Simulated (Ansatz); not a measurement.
# GeH₃I: up Jacob's ladder to CCSD(T)

One table from this session's results is given with a row withheld; the runs are named, their logs left out.

Method: functionals in def2-TZVPP, the program's frozen cores in correlated methods; program: Ansatz 0.2.0, Gaussian basis.

The runs, in order: LDA (SPW92), PBE-D4, revPBE-D4, BLYP-D4, r2SCAN-D4, B97M-V, PBE0-D4, B3LYP-D4, r2SCANh-D4, r2SCAN0-D4, HSE06-D4, BHLYP-D4, CAM-B3LYP-D4, LC-ωPBE, ωB97X-V, ωB97M-V, B2PLYP, PBE-QIDH; CCSD(T)/def2-SVP; CCSD(T)/def2-TZVPP; MP2/def2-QZVPP; extrapolation to the limit; RPA on PBE.

### The relaxed structure

An earlier PBE0-D4 in a triple-zeta def2 set relaxation fixed the geometry. I takes the def2 core potential; no spin-orbit term is included.

SMILES `[GeH3][I]`, 5 atoms, charge 0, spin multiplicity 1.

Atoms are counted from 1 here; the program's logs count them from 0.

Bond lengths: Ge1–I2 2.514 Å, Ge1–H3 1.532 Å, Ge1–H4 1.532 Å, Ge1–H5 1.532 Å. Angles: I2–Ge1–H3 107.5°, I2–Ge1–H4 107.5°, I2–Ge1–H5 107.5°, H3–Ge1–H4 111.3°, H3–Ge1–H5 111.3°, H4–Ge1–H5 111.3°.

The first run:

in.yaml

```yaml
crystal:
  periodic: [false, false, false]
  atoms:
    - {symbol: Ge, position_ang: [-0.009335, 0.021044, -0.230426]}
    - {symbol: I, position_ang: [0.205697, -0.377097, 2.242655]}
    - {symbol: H, position_ang: [-0.354624, 1.499913, -0.431655]}
    - {symbol: H, position_ang: [-1.128151, -0.887971, -0.748800]}
    - {symbol: H, position_ang: [1.336313, -0.329489, -0.873174]}
basis:
  gaussian: {orbitals: def2-TZVPP}
hamiltonian: {xc: lda}
output: {orbitals: {seedname: orbitals}}
```

Launch:

```bash
$ ansatz run in.yaml --threads 4 --pin off --events-out ev --progress --plain --max-ram 10444MiB
```

Among the steps run: LDA; PBE-D4 (GGA); revPBE-D4 (GGA); BLYP-D4 (GGA); r2SCAN-D4 (meta-GGA); B97M-V (meta-GGA); B3LYP-D4 (hybrid); r2SCANh-D4 (hybrid); r2SCAN0-D4 (hybrid); HSE06-D4 (hybrid); BHLYP-D4 (hybrid); CAM-B3LYP-D4 (range-separated); LC-ωPBE (range-separated); ωB97X-V (range-separated); ωB97M-V (range-separated); B2PLYP (double hybrid); PBE-QIDH (double hybrid).

One table of the session follows, with a row left open; its other results are not shown here.

It belongs to the step «Frontier levels by functional». 

| functional | HOMO (eV) | gap (eV) |
| --- | --- | --- |
| LDA (SPW92) | -6.58 | 4.42 |
| PBE-D4 | -6.45 | 4.54 |
| revPBE-D4 | -6.41 | 4.59 |
| BLYP-D4 | -6.27 | 4.44 |
| r2SCAN-D4 | ? | ? |
| B97M-V | -6.77 | 5.14 |
| PBE0-D4 | -7.59 | 6.52 |
| B3LYP-D4 | -7.34 | 6.01 |
| r2SCANh-D4 | -7.16 | 5.80 |
| r2SCAN0-D4 | -7.78 | 6.86 |
| HSE06-D4 | -7.19 | 5.76 |
| BHLYP-D4 | -8.54 | 8.36 |
| CAM-B3LYP-D4 | -8.82 | 8.72 |
| LC-ωPBE | -10.17 | 11.23 |
| ωB97X-V | -9.84 | 10.79 |
| ωB97M-V | -9.70 | 10.47 |

**Question.** Estimate the row for r2SCAN-D4.

Worked estimate for «HOMO (eV)». Against the share of exact exchange, r2SCANh-D4 (0.1, -7.16), r2SCAN0-D4 (0.25, -7.78) give a slope of -4.13 per unit share; at 0 the line stands at -6.75.

As computed: HOMO (eV): -6.75; gap (eV): 5.09. In «HOMO (eV)» the line misses by 0.00.
